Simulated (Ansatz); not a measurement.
**C2H6BiF: one species, many methods**

An exercise on one series of results from a longer session: the logs are not shown, and one member is left open.

Computed with Ansatz 0.2.0, Gaussian basis. Level: functionals in def2-TZVPP, the program's frozen cores in correlated methods.

Levels to be run: LDA (SPW92), PBE-D4, revPBE-D4, BLYP-D4, r2SCAN-D4, B97M-V, PBE0-D4, B3LYP-D4, r2SCANh-D4, r2SCAN0-D4, HSE06-D4, BHLYP-D4, CAM-B3LYP-D4, LC-ωPBE, ωB97X-V, ωB97M-V, B2PLYP, PBE-QIDH; CCSD(T)/def2-SVP; CCSD(T)/def2-TZVPP; MP2/def2-QZVPP; extrapolation to the limit; RPA on PBE.

## The relaxed structure

The geometry comes from an earlier relaxation with PBE0-D4 in a triple-zeta def2 set; it is a stationary point, not always the lowest conformer. Bi takes the def2 core potential; no spin-orbit term is included.

SMILES `[CH3][Bi]([CH3])[F]`, 10 atoms, charge 0, spin multiplicity 1.

Atoms are counted from 1 here; the program's logs count them from 0.

Bond lengths: C1–Bi2 2.238 Å, C1–H5 1.089 Å, C1–H6 1.092 Å, C1–H7 1.090 Å, Bi2–C3 2.238 Å, Bi2–F4 2.033 Å, C3–H8 1.089 Å, C3–H9 1.090 Å, C3–H10 1.092 Å. Angles: Bi2–C1–H5 110.2°, Bi2–C1–H6 109.6°, Bi2–C1–H7 107.2°, H5–C1–H6 109.8°, H5–C1–H7 110.0°, H6–C1–H7 109.9°, C1–Bi2–C3 92.4°, C1–Bi2–F4 92.7°, C3–Bi2–F4 92.7°, Bi2–C3–H8 110.2°, Bi2–C3–H9 107.2°, Bi2–C3–H10 109.6°, H8–C3–H9 110.0°, H8–C3–H10 109.8°, H9–C3–H10 109.9°.

The first run:

in.yaml

```yaml
crystal:
  periodic: [false, false, false]
  atoms:
    - {symbol: C, position_ang: [-0.759681, 1.282021, -0.659472]}
    - {symbol: Bi, position_ang: [-1.158944, -0.710492, 0.278446]}
    - {symbol: C, position_ang: [0.954476, -0.904645, 0.989125]}
    - {symbol: F, position_ang: [-0.771866, -1.709508, -1.448989]}
    - {symbol: H, position_ang: [-1.644021, 1.631943, -1.190628]}
    - {symbol: H, position_ang: [-0.484137, 2.002347, 0.113171]}
    - {symbol: H, position_ang: [0.067256, 1.150591, -1.356983]}
    - {symbol: H, position_ang: [1.105332, -1.874200, 1.462287]}
    - {symbol: H, position_ang: [1.598131, -0.811694, 0.114606]}
    - {symbol: H, position_ang: [1.176652, -0.107663, 1.701337]}
basis:
  gaussian: {orbitals: def2-TZVPP}
hamiltonian: {xc: lda}
output: {orbitals: {seedname: orbitals}}
```

On the command line:

```bash
$ ansatz run in.yaml --threads 4 --pin off --events-out ev --progress --plain --max-ram 10444MiB
```

Steps of the session up to this table: LDA; PBE-D4 (GGA); revPBE-D4 (GGA); BLYP-D4 (GGA); r2SCAN-D4 (meta-GGA); B97M-V (meta-GGA); B3LYP-D4 (hybrid); r2SCANh-D4 (hybrid); r2SCAN0-D4 (hybrid); HSE06-D4 (hybrid); BHLYP-D4 (hybrid); CAM-B3LYP-D4 (range-separated); LC-ωPBE (range-separated); ωB97X-V (range-separated); ωB97M-V (range-separated); B2PLYP (double hybrid); PBE-QIDH (double hybrid).

One table of the session follows, with a row left open; its other results are not shown here.

It belongs to the step «Frontier levels by functional». 

| functional | HOMO (eV) | gap (eV) |
| --- | --- | --- |
| LDA (SPW92) | -6.27 | 4.18 |
| PBE-D4 | -6.07 | 4.25 |
| revPBE-D4 | -6.00 | 4.30 |
| BLYP-D4 | -5.95 | 4.18 |
| r2SCAN-D4 | -6.32 | 4.77 |
| B97M-V | -6.25 | 4.58 |
| PBE0-D4 | -7.16 | 6.12 |
| B3LYP-D4 | ? | ? |
| r2SCANh-D4 | -6.72 | 5.45 |
| r2SCAN0-D4 | -7.33 | 6.45 |
| HSE06-D4 | -6.77 | 5.36 |
| BHLYP-D4 | -8.11 | 7.82 |
| CAM-B3LYP-D4 | -8.40 | 8.26 |
| LC-ωPBE | -9.62 | 10.66 |
| ωB97X-V | -9.31 | 10.21 |
| ωB97M-V | -9.23 | 9.90 |

Estimate the missing values for B3LYP-D4.

Worked estimate for «HOMO (eV)». Against the share of exact exchange, BLYP-D4 (0, -5.95), BHLYP-D4 (0.5, -8.11) give a slope of -4.32 per unit share; at 0.2 the line stands at -6.81.

As computed: HOMO (eV): -6.98; gap (eV): 5.67. In «HOMO (eV)» the line misses by +0.17.
